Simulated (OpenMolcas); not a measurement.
# CH5Ga (GaH2Me): levels of theory compared

Aim: a comparison of 6 runs (HF/STO-3G, HF/3-21G, HF/def2-SVP, M06-2X/def2-SVP, MP2/3-21G, MP2/pcseg-1) of CH5Ga (GaH2Me). 

The results are computed with OpenMolcas 26.06.

9 further runs of the same task are left out: 1 that didn't finish, 8 set aside as unsound or not needed.

## 1. The molecule

CH5Ga has 7 atoms, charge 0, and is taken as a singlet. SMILES: `[H][Ga]([H])[CH3]`. Geometry: a GFN2-xTB relaxation, a rough one for these elements and not checked as a minimum.

Bond lengths: Ga1–C4 2.019 Å, Ga1–H2 1.580 Å, Ga1–H3 1.580 Å, C4–H5 1.094 Å, C4–H6 1.095 Å, C4–H7 1.095 Å. Angles: Ga1–C4–H5 111.2°, Ga1–C4–H6 111.0°, Ga1–C4–H7 111.1°, H2–Ga1–C4 123.7°, H3–Ga1–C4 124.2°, H5–C4–H6 107.6°, H5–C4–H7 107.4°, H6–C4–H7 108.4°, H2–Ga1–H3 112.1°.

## 2. Energy and gradient at HF/STO-3G (run 1)

File geom.xyz:

```xyz
7

Ga     0.530950     0.929410     0.001880
H      2.107200     1.037040     0.032620
H     -0.161530     2.348530    -0.037430
C     -0.472660    -0.822080     0.002660
H     -0.574060    -1.221230    -1.011230
H     -1.480470    -0.696670     0.410990
H      0.050570    -1.574990     0.600500
```

File run.input:

```
* CH5Ga Hartree-Fock
&GATEWAY
BasLib
$CurrDir
Coord
geom.xyz
Basis
STO-3G
Group
NoSym
&SEWARD
&SCF
Thresholds
1e-10 1e-07 1e-07 1e-05
PrOrbitals
1 2
&ALASKA
```

The basis set STO-3G is read from a file made from the Basis Set Exchange's data (not shown).

Command:

```sh
$ export MOLCAS_MEM=1860
$ pymolcas run.input > run.log
```

Log:

```text
--- Start Module: gateway ---
[...]
--- Stop Module: gateway /rc=_RC_ALL_IS_WELL_ ---
[...]
      Basis functions           28
[...]
--- Start Module: scf ---
[...]
       Convergence after  38 Iterations
[...]
::    Total SCF energy                              -1941.1587827765
[...]
      Total spin, S                                     0.0000000000
[...]
      Total electronic charge=   42.000000
      Total            charge=   -0.000000
[...]
      Dipole Moment (debye):
      Origin of the operator (angstrom)=    0.3590    0.6292    0.0018
                   X= -1.3162E-01               Y= -2.3054E-01               Z= -6.4599E-02           Total=  2.7321E-01
      Quadrupole Moment (debye*angstrom):
[...]
--- Stop Module: scf /rc=_RC_ALL_IS_WELL_ ---
--- Start Module: alaska ---
[...]
 *              Molecular gradients               *
 **************************************************
  Irreducible representation: a
 ------------------------------------------------------------------------------------------
                              X                       Y                       Z
 ------------------------------------------------------------------------------------------
  GA1              -8.95453008563063E-03   -1.47088649624205E-02   -2.12534519346125E-04
  H2                5.94802128154912E-02    6.72417842564843E-03    1.78542614132754E-03
  H3               -2.39961024601398E-02    5.51352338625231E-02   -7.88487108015795E-04
  C4               -2.13028353764138E-02   -3.92523376452178E-02   -2.91180787875624E-03
  H5               -1.46882034111495E-03   -4.33754990788815E-03   -7.98883720734000E-03
  H6               -9.59211013639027E-03    2.94635205138255E-03    4.20590536823373E-03
  H7                5.83418558418081E-03   -6.50701182404667E-03    5.91033520389272E-03
 ------------------------------------------------------------------------------------------
--- Stop Module: alaska /rc=_RC_ALL_IS_WELL_ ---
[...]
```

It took 2.4 s on 1 thread of Arm Neoverse V2, shared host; peak memory 0.37 GiB.

## 3. Energy and gradient at HF/3-21G (run 2)

File coord.xyz:

```xyz
7

Ga     0.530950     0.929410     0.001880
H      2.107200     1.037040     0.032620
H     -0.161530     2.348530    -0.037430
C     -0.472660    -0.822080     0.002660
H     -0.574060    -1.221230    -1.011230
H     -1.480470    -0.696670     0.410990
H      0.050570    -1.574990     0.600500
```

File calc.inp:

```
&GATEWAY
 BasLib=$CurrDir
 Coord=coord.xyz
 Basis=3-21G
 Group=NoSym

&SEWARD

&SCF
 Thresholds=1e-10 1e-07 1e-07 1e-05
 PrOrbitals=1

&ALASKA
```

The basis set 3-21G is read from a file made from the Basis Set Exchange's data (not shown).

Command:

```sh
$ export MOLCAS_MEM=1860
$ pymolcas calc.inp > calc.log
```

Log:

```text
--- Start Module: gateway ---
[...]
--- Stop Module: gateway /rc=_RC_ALL_IS_WELL_ ---
[...]
      Basis functions           41
[...]
--- Start Module: scf ---
[...]
       Convergence after  11 Iterations
[...]
::    Total SCF energy                              -1954.3690677957
[...]
      Total spin, S                                     0.0000000000
[...]
      Total electronic charge=   42.000000
      Total            charge=   -0.000000
[...]
      Dipole Moment (debye):
      Origin of the operator (angstrom)=    0.3590    0.6292    0.0018
                   X= -4.1239E-01               Y= -6.9706E-01               Z= -3.1078E-03           Total=  8.0992E-01
      Quadrupole Moment (debye*angstrom):
[...]
--- Stop Module: scf /rc=_RC_ALL_IS_WELL_ ---
--- Start Module: alaska ---
[...]
 *              Molecular gradients               *
 **************************************************
  Irreducible representation: a
 ------------------------------------------------------------------------------------------
                              X                       Y                       Z
 ------------------------------------------------------------------------------------------
  GA1               5.19702266092725E-03    1.00439765432814E-02    4.76067356014416E-04
  H2               -3.11775797618896E-03    4.66487187143272E-03   -1.77371885861921E-04
  H3                5.78963996633242E-03   -3.71853424840474E-04    9.42031497152829E-05
  C4               -4.27238796239671E-03   -9.24069181630927E-03   -2.39420982634847E-03
  H5               -6.45759722618489E-04   -2.00428710062961E-03   -4.42731326066026E-03
  H6               -6.06821787075651E-03    1.15747627206420E-03    2.71123753163049E-03
  H7                3.11746090469756E-03   -4.24949234503424E-03    3.71738693550272E-03
 ------------------------------------------------------------------------------------------
--- Stop Module: alaska /rc=_RC_ALL_IS_WELL_ ---
[...]
```

Wall time 2 s (1 thread of Arm Neoverse V2, shared host); peak memory 0.37 GiB.

Runs 3 to 5 aren't shown in full; the table further down has their settings and results.

## 4. The energy at MP2/pcseg-1 (run 6)

File test.input:

```
>>> EXPORT MOLCAS_PRINT=2

&gateway
  baslib=$CurrDir
  coord
  7
  angstrom
  Ga       0.530950       0.929410       0.001880
  H        2.107200       1.037040       0.032620
  H       -0.161530       2.348530      -0.037430
  C       -0.472660      -0.822080       0.002660
  H       -0.574060      -1.221230      -1.011230
  H       -1.480470      -0.696670       0.410990
  H        0.050570      -1.574990       0.600500
  basis=pcseg-1
  group=NoSym

&seward

&scf
  thresholds=1e-10 1e-07 1e-07 1e-05
  prorbitals=1 1

&mbpt2
  frozen=10
```

The basis set pcseg-1 is read from a file made from the Basis Set Exchange's data (not shown).

Command:

```sh
$ export MOLCAS_MEM=1860
$ pymolcas test.input > test.log
```

Log:

```text
--- Start Module: gateway ---
[...]
--- Stop Module: gateway /rc=_RC_ALL_IS_WELL_ ---
[...]
      Basis functions           66
[...]
--- Start Module: scf ---
[...]
       Convergence after  13 Iterations
[...]
::    Total SCF energy                              -1963.7355430951
[...]
      Total spin, S                                     0.0000000000
[...]
      Total electronic charge=   42.000000
      Total            charge=   -0.000000
[...]
      Dipole Moment (debye):
      Origin of the operator (angstrom)=    0.3590    0.6292    0.0018
                   X= -4.2788E-01               Y= -7.2424E-01               Z=  1.2708E-04           Total=  8.4119E-01
      Quadrupole Moment (debye*angstrom):
[...]
--- Stop Module: scf /rc=_RC_ALL_IS_WELL_ ---
[...]
--- Start Module: mbpt2 ---
[...]
WARNING!
Default frozen orbitals as non valence orbitals is overwritten by user input.
Default values:  15
[...]
       Reference weight ( Cref**2 )         =        0.91854
::    Total MBPT2 energy                            -1963.9672374299
[...]
      Total MBPT2 calculations                           0.11      0.12
--- Stop Module: mbpt2 /rc=_RC_ALL_IS_WELL_ ---
[...]
```

It took 3.9 s on 1 thread of Arm Neoverse V2, shared host; peak memory 0.4 GiB.

## 5. All runs side by side

```tsv
run	level	integration grid	task	energy (Eh)	dipole moment (D) of the reference	HOMO energy (eV)	LUMO energy (eV)	wall time
1	HF/STO-3G	–	gradient	-1941.158783	0.27	-6.72	4.88	2.4 s
2	HF/3-21G	–	gradient	-1954.369068	0.81	-10.86	1.30	2 s
3	HF/def2-SVP	–	gradient	-1963.728564	0.84	-11.02	1.38	4.5 s
4	M06-2X/def2-SVP	UltraFine	gradient	-1965.630465	0.88	-9.19	-0.88	23 s
5	MP2/3-21G	–	energy	-1954.502757	0.81	-10.86	1.30	2.5 s
6	MP2/pcseg-1	–	energy	-1963.967237	0.84	-11.07	1.26	3.9 s
```

## 6. Outcome

```
                                           quantity           value
                                run 6: total energy  -1963.96724 Eh
          run 6: dipole moment (mean-field density)          0.84 D
         run 6: HOMO energy (Hartree–Fock orbitals)       -11.07 eV
         run 6: LUMO energy (Hartree–Fock orbitals)         1.26 eV
       run 6: HOMO–LUMO gap (Hartree–Fock orbitals)        12.33 eV
run 6: correlation energy (10 core orbitals frozen)      -231.7 mEh
```

Over runs 1, 2, 3, 4 the dipole moment (its size) runs from 0.27 D (HF/STO-3G) to 0.88 D (M06-2X/def2-SVP). The two ends differ in method and basis. Over runs 1, 2, 3, 4 the HOMO–LUMO gap runs from 8.31 eV (M06-2X/def2-SVP) to 12.40 eV (HF/def2-SVP). Exact exchange widens orbital gaps. In run 1 the basis is minimal, so the values are rough. All runs together took 38 s, the longest 23 s.
